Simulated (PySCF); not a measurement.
# AsS2: relaxation and vibrations of the doublet

Aim: relax AsS2 as a doublet from a linear start, check by its vibrations whether the end is a minimum, and collect its spectrum and constants.

Program: PySCF 2.14.0. Level of theory: PBE0, basis As def2-TZVP, S def2-TZVP, no relativity, density fitting. These are calculated values, not measurements.

**1. The system as given**

3 atoms, charge 0, spin multiplicity 2.

Bond lengths: As1–S2 2.080 Å, As1–S3 2.080 Å. Angles: S2–As1–S3 180.0°.

```xyz
3
charge 0 multiplicity 2
As    0.0000    0.0000    0.0000
S     0.0000    0.0000    2.0800
S     0.0000    0.0000   -2.0800
```

**2. Relaxation: linear start, doublet**

The steps below are one call of a driver around PySCF. For each, scf.py gives the equivalent set-up of the SCF; relaxations use the driver's own optimiser. Before each start the driver seeks the lowest SCF state from one or more starting densities and follows internal instabilities, so scf.py alone need not reach the same state.

The program finds D∞h symmetry in the start, which this walk keeps.

Contents of scf.py:

```python
from pyscf import gto, scf, dft
mol = gto.M(atom='''
As     0.000000     0.000000     0.000000
S      0.000000     0.000000     2.080000
S      0.000000     0.000000    -2.080000''',
    basis={'As': 'def2-TZVP', 'S': 'def2-TZVP'},
    charge=0, spin=1)
mf = dft.UKS(mol, xc='PBE0')
mf.grids.atom_grid = (50, 194)
aux = {'As': 'def2-universal-JKFIT', 'S': 'def2-universal-JKFIT'}
mf = mf.density_fit(auxbasis=aux)
mf.kernel()
```

Energy and gradient, step by step:

| step | energy (Eh) | change (kJ/mol) | largest symmetric gradient (Eh/bohr) |
| --- | --- | --- | --- |
| 0 | -3031.694188 | 0.00 | 0.00164 |
| 1 | -3031.694199 | -0.03 | 0.00007 |

The walk needed 4.6 s of wall time on 4 threads, shared host.

It settles in D∞h symmetry, 0.0 kJ/mol below the start, after 1 steps: As–S 2.084 Å (×2); S–As–S 180.0°.

**3. Vibrations and properties at this point**

The point is checked on the finer grid, and tightened if its gradient asks for it. The Hessian and the dipole derivatives come from central differences of analytic gradients, with steps of 0.01 bohr.

scf.py: that of step 2 with these lines changed.

```diff
@@ -4,2 +4,2 @@
-S      0.000000     0.000000     2.080000
-S      0.000000     0.000000    -2.080000''',
+S     -0.000000     0.000000     2.083856
+S      0.000000    -0.000000    -2.083856''',
@@ -9 +9 @@
-mf.grids.atom_grid = (50, 194)
+mf.grids.atom_grid = (75, 302)
```

The driver hands on the density of the step before, so the log starts near convergence.

Log of the central SCF (cycles and frontier levels):

```text
init E= -3031.69420190666
[... the frontier-level lines of each cycle are left out ...]
cycle= 1 E= -3031.69420190641  delta_E= 2.57e-10  |g|= 2.28e-05  |ddm|= 2.9e-05
cycle= 2 E= -3031.69420190482  delta_E= 1.58e-09  |g|= 5.61e-05  |ddm|= 7.05e-05
cycle= 3 E= -3031.6942019067  delta_E= -1.88e-09  |g|= 5.27e-06  |ddm|= 5.15e-05
cycle= 4 E= -3031.69420190673  delta_E= -2.68e-11  |g|= 3.28e-07  |ddm|= 5.44e-06
Extra cycle  E= -3031.69420190672  delta_E= 1.05e-11  |g|= 3.51e-07  |ddm|= 1.12e-06
converged SCF energy = -3031.69420190672  <S^2> = 0.75934464  2S+1 = 2.0093229
```

The whole step took 29 s.

Geometry: D∞h; As–S 2.084 Å (×2); S–As–S 180.0°.

Modes, for the most abundant isotopes:

```json
{"symmetry": "πu", "ω (cm⁻¹)": "465i", "IR (km/mol)": "1.2", "μ (u)": "43.44", "type": "bend"}
{"symmetry": "σg+", "ω (cm⁻¹)": "439", "IR (km/mol)": "0.0", "μ (u)": "31.97", "type": "stretch"}
{"symmetry": "σu+", "ω (cm⁻¹)": "463", "IR (km/mol)": "156", "μ (u)": "43.44", "type": "stretch"}
```

With 2 modes imaginary (up to 465i cm⁻¹) this point is a saddle.

Constants and moments:

```
Dipole moment                                                   : 0.00 D
Highest occupied level                                          : -5.92 eV
Lowest empty level                                              : -3.69 eV
Rotational constants                                            : 0.06071 cm⁻¹
Zero-point energy (real modes)                                  : 5.4 kJ/mol
Principal polarisabilities                                      : 39.1, 39.1, 140.8 bohr³
Atomisation energy without zero-point energy                    : 545 kJ/mol
Principal traceless quadrupole moments about the centre of mass : -3.56, 1.78, 1.78 D Å
Spin squared ⟨S²⟩                                               : 0.759
```

Populations by atom (charges in e):

```csv
atom,Mulliken,Löwdin,polar tensor,spin (Mulliken),Mayer order to As1
As1,0.44,0.07,0.69,0.26,–
"S2,3",-0.22,-0.04,-0.34,0.37,1.86
```

Mulliken populations on As1: s 7.76, p 14.42, d 10.35, f 0.03.

**4. Leaving the saddle point**

The atoms are moved a little along the softest imaginary mode and relaxed again.

The program finds C2v symmetry in the start, which this walk keeps. Threshold on the gradient: 0.0003 Eh/bohr, with a further test on the energy change.

scf.py: that of step 3 with these lines changed.

```diff
@@ -3,3 +3,3 @@
-As     0.000000     0.000000     0.000000
-S     -0.000000     0.000000     2.083856
-S      0.000000    -0.000000    -2.083856''',
+As    -0.100751     0.018402     0.000000
+S      0.118047    -0.021561     2.083856
+S      0.118047    -0.021561    -2.083856''',
@@ -9 +9 @@
-mf.grids.atom_grid = (75, 302)
+mf.grids.atom_grid = (50, 194)
```

Energy and gradient, step by step:

| step | energy (Eh) | change (kJ/mol) | largest symmetric gradient (Eh/bohr) |
| --- | --- | --- | --- |
| 0 | -3031.706007 | 0.00 | 0.03202 |
| 1 | -3031.725795 | -51.95 | 0.02332 |
| 2 | -3031.737441 | -82.53 | 0.01067 |
| 3 | -3031.738314 | -84.82 | 0.00305 |
| 4 | -3031.738344 | -84.90 | 0.00160 |
| 5 | -3031.738356 | -84.93 | 0.00001 |

The walk took 15 s.

It settles in C2v symmetry, 84.9 kJ/mol below the start, after 5 steps: As–S 2.041 Å (×2); S–As–S 128.2°.

**5. Is it a minimum? Harmonic modes**

The same treatment as at the point before.

scf.py: that of step 4 with these lines changed.

```diff
@@ -3,3 +3,3 @@
-As    -0.100751     0.018402     0.000000
-S      0.118047    -0.021561     2.083856
-S      0.118047    -0.021561    -2.083856''',
+As    -0.404014     0.073792     0.000000
+S      0.473372    -0.086461     1.836303
+S      0.473372    -0.086461    -1.836303''',
@@ -9 +9 @@
-mf.grids.atom_grid = (50, 194)
+mf.grids.atom_grid = (75, 302)
```

SCF at the final geometry:

```text
init E= -3031.73830513297
[... the frontier-level lines of each cycle are left out ...]
cycle= 1 E= -3031.73830513226  delta_E= 7.04e-10  |g|= 3.91e-05  |ddm|= 4.89e-05
cycle= 2 E= -3031.73830512842  delta_E= 3.84e-09  |g|= 8.79e-05  |ddm|= 0.000113
cycle= 3 E= -3031.73830513304  delta_E= -4.62e-09  |g|= 1.18e-05  |ddm|= 8.52e-05
cycle= 4 E= -3031.73830513312  delta_E= -7.5e-11  |g|= 4.91e-07  |ddm|= 1.21e-05
Extra cycle  E= -3031.73830513314  delta_E= -2.23e-11  |g|= 8.08e-07  |ddm|= 1.32e-06
converged SCF energy = -3031.73830513314  <S^2> = 0.75970954  2S+1 = 2.0096861
```

The whole step took 33 s.

Geometry: C2v; As–S 2.041 Å (×2); S–As–S 128.2°.

Modes, for the most abundant isotopes:

| symmetry | ω (cm⁻¹) | IR (km/mol) |
| --- | --- | --- |
| a1 | 165 | 1.3 |
| a1 | 493 | 1.3 |
| b2 | 534 | 37.9 |

All wavenumbers are real: a minimum.

Properties at this point:

- Dipole moment: 0.82 D
- Highest occupied level: -7.41 eV
- Lowest empty level: -4.72 eV
- Rotational constants: 0.6143, 0.07818, 0.06935 cm⁻¹
- Zero-point energy: 7.1 kJ/mol
- Principal polarisabilities: 38.0, 48.0, 122.2 bohr³
- Atomisation energy without zero-point energy: 661 kJ/mol
- Principal traceless quadrupole moments about the centre of mass: -2.71, 1.32, 1.39 D Å
- Entropy at 298.15 K and 1 bar (electronic part: spin only): 293.5 J/(mol K)
- Heat capacity Cp at 298.15 K: 51.4 J/(mol K)
- Enthalpy at 298.15 K above 0 K: 12.66 kJ/mol
- Rotational symmetry number: 2
- Spin squared ⟨S²⟩: 0.760

Populations by atom (charges in e):

```csv
atom,Mulliken,Löwdin,polar tensor,spin (Mulliken),Mayer order to As1
As1,0.46,0.05,0.53,0.25,–
"S2,3",-0.23,-0.02,-0.26,0.38,1.82
```

Mulliken populations on As1: s 7.68, p 14.54, d 10.29, f 0.03.

**6. The points found, side by side**

| spin | group | bonds | imaginary modes (cm⁻¹) | ΔE (kJ/mol) | with zero-point energy |
| --- | --- | --- | --- | --- | --- |
| doublet | C2v | As–S 2.041 Å (×2) | none | 0.0 | 0.0 |
| doublet | D∞h | As–S 2.084 Å (×2) | 465i, 465i | 115.8 | – |

**7. Outcome**

```
                                          quantity                             value
                                           minimum                      doublet, C2v
                                          geometry  As–S 2.041 Å (×2); S–As–S 128.2°
                                wavenumbers (cm⁻¹)      165 (a1), 493 (a1), 534 (b2)
                                     dipole moment                            0.82 D
highest occupied, lowest empty level (either spin)                   -7.41, -4.72 eV
                        polar-tensor charge of As1                           +0.53 e
                                 zero-point energy                        7.1 kJ/mol
                               entropy at 298.15 K                   293.5 J/(mol K)
         atomisation energy (no zero-point energy)                        661 kJ/mol
                                              ⟨S²⟩                             0.760
```

**Reading.** From D∞h at the start the molecule goes to a C2v minimum, after a stop at a second-order saddle point 115.8 kJ/mol higher, from which it was pushed off along an imaginary mode. The strongest infrared band lies at 534 cm⁻¹ (b2, stretch). Only this shape and spin were tried, so other structures or states may lie lower.

The search up to here needed 89 s of wall time on 4 threads, shared host.
